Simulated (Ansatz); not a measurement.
# GeH− (singlet): from Hartree-Fock to the top rungs at distance Ge1–H2 = 3.039 Å, aug-cc-pVDZ

An exercise on one series of results from a longer session: the logs are not shown, and one member is left open.

Method: aug-cc-pVDZ, core rule «outside noble gas», up to 14 orbitals frozen; program: Ansatz 0.2.0, Gaussian basis.

To be run: UHF; CCSD(T) on RHF; CCSD(T) on UHF; BCCD(T) on RHF; CISD; CCSDT(Q) on RHF; CCSDT(Q) on UHF; CASSCF and MRCISD+Q, 2 electrons in 2 orbitals; CASSCF and NEVPT2, 2 electrons in 2 orbitals; CASSCF and MRCISD+Q, 6 electrons in 5 orbitals; CASSCF and NEVPT2, 6 electrons in 5 orbitals; Full CI.

21 further runs of the same task are left out: 4 for a known fault of the program, 14 that didn't finish, 3 set aside as unsound or not needed.

## The geometry

The geometry derives from a PBE0/def2-TZVPD stationary point (not a proven minimum). One bond is set to the value named and the two fragments are kept rigid. No spin-orbit coupling is included. The filled d shell of Ge may be among the frozen orbitals whatever the setting's name suggests; the logs give the count.

2 atoms, charge -1, spin multiplicity 1.

Atoms are counted from 1 here; the program's logs count them from 0.

No contacts short enough for the rule that draws bonds.

Set-up of the first run:

Input file in.yaml:

```yaml
crystal:
  periodic: [false, false, false]
  atoms:
    - {symbol: Ge, position_ang: [0.000000, 0.000000, 0.000000]}
    - {symbol: H, position_ang: [0.000000, 0.000000, 3.039000]}
basis:
  gaussian: {orbitals: aug-cc-pVDZ}
total_charge: -1
magnetization: {spin_polarized: true, initial_magnetization: 0}
hamiltonian: {xc: hf}
output: {orbitals: {seedname: orbitals}}
```

The run is started by

```
ansatz run in.yaml --threads 1 --pin off --events-out ev --progress --plain --max-ram 2393MiB
```

Steps of the session up to this table: UHF; CCSD(T) on RHF; CCSD(T) on UHF; BCCD(T) on RHF; CISD; CCSDT(Q) on RHF; CCSDT(Q) on UHF; CASSCF and MRCISD+Q, 2 electrons in 2 orbitals; CASSCF and NEVPT2, 2 electrons in 2 orbitals; CASSCF and MRCISD+Q, 6 electrons in 5 orbitals; CASSCF and NEVPT2, 6 electrons in 5 orbitals; Full CI.

One of the session's tables, all rows but one given; the rest of the session is left out.

| method | from FCI (kJ/mol) |
| --- | --- |
| RHF | ? |
| RMP2 | +131.2 |
| CISD | +63.9 |
| RCCSD | +35.7 |
| RCCSD(T) | +17.4 |
| BCCD(T) | +17.8 |
| RCCSDT | +3.7 |
| RCCSDT(Q) | -0.8 |
| CASSCF valence | +231.8 |
| NEVPT2 valence | +71.7 |
| MRCISD valence | +16.4 |
| MRCISD+Q valence | -1.8 |
| FCI | 0 |

Q: Estimate the row for RHF from the others.

**Answer.** from FCI (kJ/mol): +358.6. In the column «from FCI (kJ/mol)» it is the highest.

Among the levels timed on like hardware and quicker than the yardstick, those that no quicker one beats, quickest first: CISD (3.1 s, +63.9 kJ/mol); MRCISD+Q valence (4.6 s, -1.8 kJ/mol); RCCSDT(Q) (12 s, -0.8 kJ/mol).

Left out of the table: CASSCF pair, NEVPT2 pair, MRCISD pair, MRCISD+Q pair (the active space lost an orbital or holds another state than full CI finds).

To keep in mind: The report flags that the cluster equations may have other roots. The yardstick is full CI for this spin, exact in this basis with these frozen cores. Left out of the table: UHF, UMP2, UCCSD, UCCSD(T), UCCSDT, UCCSDT(Q) (another determinant or state than the rows shown). The program flags RCCSDT(Q) as in doubt, so those rows may rest on another solution; read them beside their warnings. RCCSDT(Q), MRCISD+Q valence fall below full CI, which methods that aren't variational can do. Of the multireference levels listed MRCISD+Q valence comes nearest in total energy (-1.8 kJ/mol), which doesn't show that its space is the better one. Warnings in the runs' records: large difference, passed over end, other roots, lower state.
